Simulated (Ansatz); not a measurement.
# LaSb: the cost of one run

Computed with Ansatz 0.2.0 (DFT PBEsol, scalar-relativistic, plane waves, PAW, unless a step's input says otherwise).

### 1 Starting point

It takes space group Fm-3m (No. 225, cubic). Conventional cell: a = 6.490 Å, b = 6.490 Å, c = 6.490 Å, α = 90.00°, β = 90.00°, γ = 90.00°. La (site symmetry m-3m) has 6 Sb at 3.25 Å as nearest neighbours. Around Sb (site symmetry m-3m) lie 6 La at 3.25 Å.

Coordinates:

```cif
data_structure
_symmetry_space_group_name_H-M 'P 1'
_symmetry_Int_Tables_number 1
_cell_length_a 4.5891
_cell_length_b 4.5891
_cell_length_c 4.5891
_cell_angle_alpha 60.000
_cell_angle_beta 60.000
_cell_angle_gamma 60.000
_cell_volume 68.34
loop_
_atom_site_label
_atom_site_type_symbol
_atom_site_fract_x
_atom_site_fract_y
_atom_site_fract_z
_atom_site_occupancy
La1 La 0.00000 0.00000 0.00000 1
Sb1 Sb 0.50000 0.50000 0.50000 1
```

The structure rests on an entry of the Crystallography Open Database; cell or positions may have been set otherwise for this series.

### 2 Single point: LaSb, no spin

input.yaml reads:

```yaml
crystal:
  lattice:
    - [0.0, 3.245, 3.245]
    - [3.245, 0.0, 3.245]
    - [3.245, 3.245, 0.0]
  atoms:
    - { symbol: La, position: [0.0, 0.0, 0.0] }
    - { symbol: Sb, position: [0.5, 0.5, 0.5] }
scf:
  occupations: { method: gaussian, width: 0.03 }
output:
  eigenstates: { nscf_kmesh: { grid: [36, 36, 36] } }
hamiltonian:
  xc: pbesol
kpoints:
  mp_grid: { grid: [16, 16, 16] }
```

Launch:

```sh
ansatz run input.yaml --threads 4 --pin off --max-ram 12288MiB --backend cpu --events-out ev --progress --plain --runs-dir out
```

What time and memory should one allow on 4 threads of Intel Xeon 6975P-C (Granite Rapids), shared host?

About 6.6 s, with a peak of 0.98 GiB.
